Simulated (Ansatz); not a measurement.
Molecular dynamics of Na

input.yaml

```yaml
accuracy: low
crystal:
  lattice:
    - [8.863454, 0.0, 0.0]
    - [0.0, 8.863454, 0.0]
    - [0.0, 0.0, 8.863454]
  atoms:
    - { symbol: Na, position: [0.0, 0.0, 0.0] }
    - { symbol: Na, position: [0.5, 0.0, 0.0] }
    - { symbol: Na, position: [0.0, 0.5, 0.0] }
    - { symbol: Na, position: [0.0, 0.0, 0.5] }
    - { symbol: Na, position: [0.25, 0.25, 0.25] }
    - { symbol: Na, position: [0.5, 0.5, 0.0] }
    - { symbol: Na, position: [0.5, 0.0, 0.5] }
    - { symbol: Na, position: [0.75, 0.25, 0.25] }
    - { symbol: Na, position: [0.0, 0.5, 0.5] }
    - { symbol: Na, position: [0.25, 0.75, 0.25] }
    - { symbol: Na, position: [0.25, 0.25, 0.75] }
    - { symbol: Na, position: [0.5, 0.5, 0.5] }
    - { symbol: Na, position: [0.75, 0.75, 0.25] }
    - { symbol: Na, position: [0.75, 0.25, 0.75] }
    - { symbol: Na, position: [0.25, 0.75, 0.75] }
    - { symbol: Na, position: [0.75, 0.75, 0.75] }
basis:
  ecutwfc: 420.0
kpoints:
  mp_grid: { grid: [1, 1, 1] }
hamiltonian:
  xc: pbe
scf:
  occupations: { method: fermi_dirac, width: 0.11 }
  lower_state_search: "off"
md:
  timestep: 3.0
  n_steps: 300
  ensemble: nve
  temperature: 2600.0
  initial_velocities: maxwell_boltzmann
  seed: 795322
```

Command:

```bash
$ ansatz run input.yaml --threads 1 --pin off --max-ram 3072MiB --backend cpu --events-out ev --progress --plain --runs-dir out
```

It starts from a structure without forces on its atoms.

Output, in part (step lines):

```
md step     0: t =     0.00 fs  T =  2600.0 K  F+E_penalty+E_count = -23780.89978657 eV  E_kin = 5.041140 eV  conserved = -23775.85864661 eV  (6 SCF iters)
md step     1: t =     3.00 fs  T =  2595.8 K  F+E_penalty+E_count = -23780.89162002 eV  E_kin = 5.032931 eV  conserved = -23775.85868861 eV  (7 SCF iters)
md step     2: t =     6.00 fs  T =  2582.9 K  F+E_penalty+E_count = -23780.86673411 eV  E_kin = 5.007967 eV  conserved = -23775.85876669 eV  (7 SCF iters)
md step     3: t =     9.00 fs  T =  2560.9 K  F+E_penalty+E_count = -23780.82426193 eV  E_kin = 4.965385 eV  conserved = -23775.85887735 eV  (7 SCF iters)
md step     4: t =    12.00 fs  T =  2529.3 K  F+E_penalty+E_count = -23780.76299600 eV  E_kin = 4.903982 eV  conserved = -23775.85901407 eV  (7 SCF iters)
md step     5: t =    15.00 fs  T =  2487.1 K  F+E_penalty+E_count = -23780.68148823 eV  E_kin = 4.822323 eV  conserved = -23775.85916542 eV  (5 SCF iters)
md step     6: t =    18.00 fs  T =  2433.8 K  F+E_penalty+E_count = -23780.57820774 eV  E_kin = 4.718890 eV  conserved = -23775.85931747 eV  (4 SCF iters)
md step     7: t =    21.00 fs  T =  2368.5 K  F+E_penalty+E_count = -23780.45176040 eV  E_kin = 4.592311 eV  conserved = -23775.85944977 eV  (4 SCF iters)
[... lines left out ...]
md step   299: t =   897.00 fs  T =  1171.2 K  F+E_penalty+E_count = -23778.12862903 eV  E_kin = 2.270780 eV  conserved = -23775.85784860 eV  (3 SCF iters)
md step   300: t =   900.00 fs  T =  1143.0 K  F+E_penalty+E_count = -23778.07381365 eV  E_kin = 2.216072 eV  conserved = -23775.85774180 eV  (8 SCF iters)
```

The steps, from the saved trajectory:

```json
{"time (fs)": "0.0", "T (K)": "2600", "potential energy less start (eV)": "0.000", "conserved less start (meV/atom)": "0.00"}
{"time (fs)": "30.0", "T (K)": "2098", "potential energy less start (eV)": "0.972", "conserved less start (meV/atom)": "-0.05"}
{"time (fs)": "60.0", "T (K)": "1096", "potential energy less start (eV)": "2.918", "conserved less start (meV/atom)": "0.19"}
{"time (fs)": "90.0", "T (K)": "1408", "potential energy less start (eV)": "2.311", "conserved less start (meV/atom)": "-0.01"}
{"time (fs)": "120.0", "T (K)": "1406", "potential energy less start (eV)": "2.316", "conserved less start (meV/atom)": "0.05"}
{"time (fs)": "150.0", "T (K)": "1298", "potential energy less start (eV)": "2.526", "conserved less start (meV/atom)": "0.07"}
{"time (fs)": "180.0", "T (K)": "1290", "potential energy less start (eV)": "2.542", "conserved less start (meV/atom)": "0.06"}
{"time (fs)": "210.0", "T (K)": "1424", "potential energy less start (eV)": "2.280", "conserved less start (meV/atom)": "0.02"}
{"time (fs)": "240.0", "T (K)": "1430", "potential energy less start (eV)": "2.269", "conserved less start (meV/atom)": "0.02"}
{"time (fs)": "270.0", "T (K)": "1268", "potential energy less start (eV)": "2.583", "conserved less start (meV/atom)": "0.08"}
{"time (fs)": "300.0", "T (K)": "1316", "potential energy less start (eV)": "2.490", "conserved less start (meV/atom)": "0.04"}
{"time (fs)": "330.0", "T (K)": "1244", "potential energy less start (eV)": "2.629", "conserved less start (meV/atom)": "0.05"}
{"time (fs)": "360.0", "T (K)": "1129", "potential energy less start (eV)": "2.853", "conserved less start (meV/atom)": "0.04"}
{"time (fs)": "390.0", "T (K)": "1100", "potential energy less start (eV)": "2.910", "conserved less start (meV/atom)": "0.07"}
{"time (fs)": "420.0", "T (K)": "1423", "potential energy less start (eV)": "2.282", "conserved less start (meV/atom)": "0.00"}
{"time (fs)": "450.0", "T (K)": "1408", "potential energy less start (eV)": "2.313", "conserved less start (meV/atom)": "0.06"}
{"time (fs)": "480.0", "T (K)": "1440", "potential energy less start (eV)": "2.250", "conserved less start (meV/atom)": "0.02"}
{"time (fs)": "510.0", "T (K)": "1300", "potential energy less start (eV)": "2.521", "conserved less start (meV/atom)": "0.06"}
{"time (fs)": "540.0", "T (K)": "1163", "potential energy less start (eV)": "2.788", "conserved less start (meV/atom)": "0.05"}
{"time (fs)": "570.0", "T (K)": "1123", "potential energy less start (eV)": "2.865", "conserved less start (meV/atom)": "0.06"}
{"time (fs)": "600.0", "T (K)": "1103", "potential energy less start (eV)": "2.902", "conserved less start (meV/atom)": "0.03"}
{"time (fs)": "630.0", "T (K)": "955", "potential energy less start (eV)": "3.191", "conserved less start (meV/atom)": "0.05"}
{"time (fs)": "660.0", "T (K)": "896", "potential energy less start (eV)": "3.304", "conserved less start (meV/atom)": "0.07"}
{"time (fs)": "690.0", "T (K)": "1078", "potential energy less start (eV)": "2.952", "conserved less start (meV/atom)": "0.06"}
{"time (fs)": "720.0", "T (K)": "1339", "potential energy less start (eV)": "2.446", "conserved less start (meV/atom)": "0.02"}
{"time (fs)": "750.0", "T (K)": "1182", "potential energy less start (eV)": "2.750", "conserved less start (meV/atom)": "-0.01"}
{"time (fs)": "780.0", "T (K)": "833", "potential energy less start (eV)": "3.427", "conserved less start (meV/atom)": "0.11"}
{"time (fs)": "810.0", "T (K)": "1142", "potential energy less start (eV)": "2.827", "conserved less start (meV/atom)": "0.01"}
{"time (fs)": "840.0", "T (K)": "1257", "potential energy less start (eV)": "2.605", "conserved less start (meV/atom)": "0.05"}
{"time (fs)": "870.0", "T (K)": "1350", "potential energy less start (eV)": "2.424", "conserved less start (meV/atom)": "0.00"}
{"time (fs)": "900.0", "T (K)": "1143", "potential energy less start (eV)": "2.826", "conserved less start (meV/atom)": "0.06"}
```

All steps were run. The conserved energy stayed within 0.19 meV per atom of its start (net change 0.057 meV per atom), so the integration is sound. The temperature averaged 0.45 of the 2600 K drawn at the start: a run that starts near a minimum puts about half its kinetic energy into the potential. A run of 0.9 ps of so small a system gives no equilibrium averages. Limits of this set-up: coarse k mesh, low accuracy level.

Mean squared displacements from the first frame to the last, about the centre of mass: Na 10.96 Å².

Last frame:

```xyz
16
Lattice="8.8635 0.0000 0.0000 0.0000 8.8635 0.0000 0.0000 0.0000 8.8635" Properties=species:S:1:pos:R:3
Na 1.046 -0.002 1.577
Na 3.480 -3.865 -2.676
Na 1.655 8.058 -1.559
Na -2.557 2.167 5.949
Na 1.373 1.998 5.602
Na 4.166 7.076 -0.852
Na 3.936 -0.383 4.093
Na 5.501 0.232 1.314
Na 0.650 3.808 3.368
Na 3.203 5.678 2.458
Na 0.366 4.677 9.123
Na 5.986 5.934 2.161
Na 8.276 7.522 3.701
Na 3.877 3.095 8.878
Na 5.258 2.633 3.172
Na 6.966 4.551 6.873
```

The run took 7.5 min on 1 thread of Intel(R) Xeon(R) 6975P-C (Granite Rapids), with other jobs on the host, peak memory 0.7 GiB.
